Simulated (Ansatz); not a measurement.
# H7NO2SiZn: the cost of one run

Method: RKS LDA/def2-SVP, in Ansatz 0.2.0.

1 further run of the same task is left out (it didn't finish).

## 1. Starting point

Bond lengths: Zn1–O2 2.140 Å, O2–H3 1.010 Å, Zn1–O4 1.790 Å, O4–H5 1.010 Å, Zn1–N6 2.230 Å, N6–H7 1.060 Å, N6–Si8 1.820 Å, Si8–H9 1.460 Å, Si8–H10 1.460 Å, Si8–H11 1.460 Å. Angles: Zn1–O2–H3 109.5°, O2–Zn1–O4 180.0°, O2–Zn1–N6 71.6°, O4–Zn1–N6 108.4°, Zn1–O4–H5 109.5°, Zn1–N6–H7 120.0°, Zn1–N6–Si8 120.0°, H7–N6–Si8 120.0°, N6–Si8–H9 109.5°, N6–Si8–H10 109.5°, N6–Si8–H11 109.5°, H9–Si8–H10 109.4°, H9–Si8–H11 109.4°, H10–Si8–H11 109.4°.

Coordinates:

```xyz
12

Zn    0.0000    0.0000    0.0000
O     0.0000    0.0000    2.1400
H    -0.9095   -0.2814    2.4771
O     0.0000    0.0000   -1.7900
H     0.2547   -0.9174   -2.1271
N     2.0392   -0.5660    0.7032
H     2.2266   -1.5507    1.0477
Si    3.3815    0.6630    0.6855
H     4.6191    0.0266    0.2439
H     3.0383    1.7465   -0.2309
H     3.5654    1.2030    2.0294
H     1.2477   -0.3463    1.8045
```

## 2. Pulling towards end A

Springs on the bonds that form and break draw the guess towards this end; the thresholds are loose.

File input.yaml:

```yaml
crystal:
  periodic: [false, false, false]
  atoms:
    - { symbol: Zn, position_ang: [0.0, 0.0, 0.0] }
    - { symbol: O, position_ang: [0.0, 0.0, 2.14] }
    - { symbol: H, position_ang: [-0.9095, -0.2814, 2.4771] }
    - { symbol: O, position_ang: [0.0, 0.0, -1.79] }
    - { symbol: H, position_ang: [0.2547, -0.9174, -2.1271] }
    - { symbol: "N", position_ang: [2.0392, -0.566, 0.7032] }
    - { symbol: H, position_ang: [2.2266, -1.5507, 1.0477] }
    - { symbol: Si, position_ang: [3.3815, 0.663, 0.6855] }
    - { symbol: H, position_ang: [4.6191, 0.0266, 0.2439] }
    - { symbol: H, position_ang: [3.0383, 1.7465, -0.2309] }
    - { symbol: H, position_ang: [3.5654, 1.203, 2.0294] }
    - { symbol: H, position_ang: [1.2477, -0.3463, 1.8045] }
basis:
  gaussian: { orbitals: def2-SVP }
hamiltonian:
  xc: lda
relax:
  f_tol: 0.15
  max_steps: 25
  restrain:
    - { distance: [0, 5], at: 3.13, k: 30.0 }
    - { distance: [11, 1], at: 2.21, k: 30.0 }
    - { distance: [0, 1], at: 1.79, k: 30.0 }
    - { distance: [11, 5], at: 1.06, k: 30.0 }
```

The run is started by

```
$ ansatz run input.yaml --threads 4 --pin off --max-ram 5120MiB --backend cpu --events-out ev --progress --plain --runs-dir out
```

What time and memory should one allow on 4 threads of AMD EPYC 9R45 (Zen 5), shared host?

About 9.8 s, with a peak of 0.2 GiB.
